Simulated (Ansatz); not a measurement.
# ScGePd: the cost of one run

Computed with Ansatz 0.2.0 (DFT PBEsol, scalar-relativistic, plane waves, PAW, unless a step's input says otherwise).

## 1. The starting structure

The structure is hexagonal, space group P-62m (No. 189). Conventional cell: a = 6.729 Å, b = 6.729 Å, c = 3.938 Å, α = 90.00°, β = 90.00°, γ = 120.00°. Around Sc (site symmetry m2m) lie 5 Ge at 2.81 to 2.85 Å and 6 Pd at 2.96 to 3.17 Å. Ge (site symmetry -6) is surrounded by 3 Pd at 2.58 Å and 6 Sc at 2.81 Å. Ge (site symmetry -62m) is surrounded by 6 Pd at 2.58 Å and 3 Sc at 2.85 Å. Pd (site symmetry m2m) has 4 Ge at 2.58 Å and 2 Pd at 2.90 Å and 2 Sc at 2.96 Å as nearest neighbours.

Coordinates:

```
CELL_PARAMETERS angstrom
6.72888 0.00000 0.00000
-3.36444 5.82738 0.00000
0.00000 0.00000 3.93786
ATOMIC_POSITIONS crystal
Sc 0.00000 0.57662 0.00000
Sc 0.42338 0.42338 0.00000
Sc 0.57662 0.00000 0.00000
Ge 0.33333 0.66667 0.50000
Ge 0.66667 0.33333 0.50000
Ge 0.00000 0.00000 0.00000
Pd 0.00000 0.24877 0.50000
Pd 0.75123 0.75123 0.50000
Pd 0.24877 0.00000 0.50000
```

The structure comes from the Materials Project (structure only).

## 2. The base run

File input.yaml:

```yaml
crystal:
  lattice:
    - [6.7288776322, 0.0, 0.0]
    - [-3.3644388161, 5.8273789684, 0.0]
    - [0.0, 0.0, 3.9378605]
  atoms:
    - { symbol: Sc, position: [0.0, 0.57661535, 0.0] }
    - { symbol: Sc, position: [0.42338465, 0.42338465, 0.0] }
    - { symbol: Sc, position: [0.57661535, 0.0, 0.0] }
    - { symbol: Ge, position: [0.33333333, 0.66666667, 0.5] }
    - { symbol: Ge, position: [0.66666667, 0.33333333, 0.5] }
    - { symbol: Ge, position: [0.0, 0.0, 0.0] }
    - { symbol: Pd, position: [0.0, 0.24876972, 0.5] }
    - { symbol: Pd, position: [0.75123028, 0.75123028, 0.5] }
    - { symbol: Pd, position: [0.24876972, 0.0, 0.5] }
basis:
  ecutwfc: 420
  fft_grid_basis: typed
kpoints:
  mp_grid: { grid: [6, 6, 8] }
hamiltonian:
  xc: pbesol
  pseudopotentials: { kind: paw }
scf:
  occupations: { method: gaussian, width: 0.05 }
output:
  forces: true
  stress: true
  eigenvalues: true
  bader: true
  write_density: true
  volumetric_format: npy
  elf: true
```

Launch:

```sh
> ansatz run input.yaml --threads 2 --pin off --max-ram 4096MiB --backend cpu --events-out ev --progress --plain --runs-dir out
```

What time and memory should one allow on 2 threads of Arm Neoverse N1, shared host?

About 1.7 min, with a peak of 0.63 GiB.
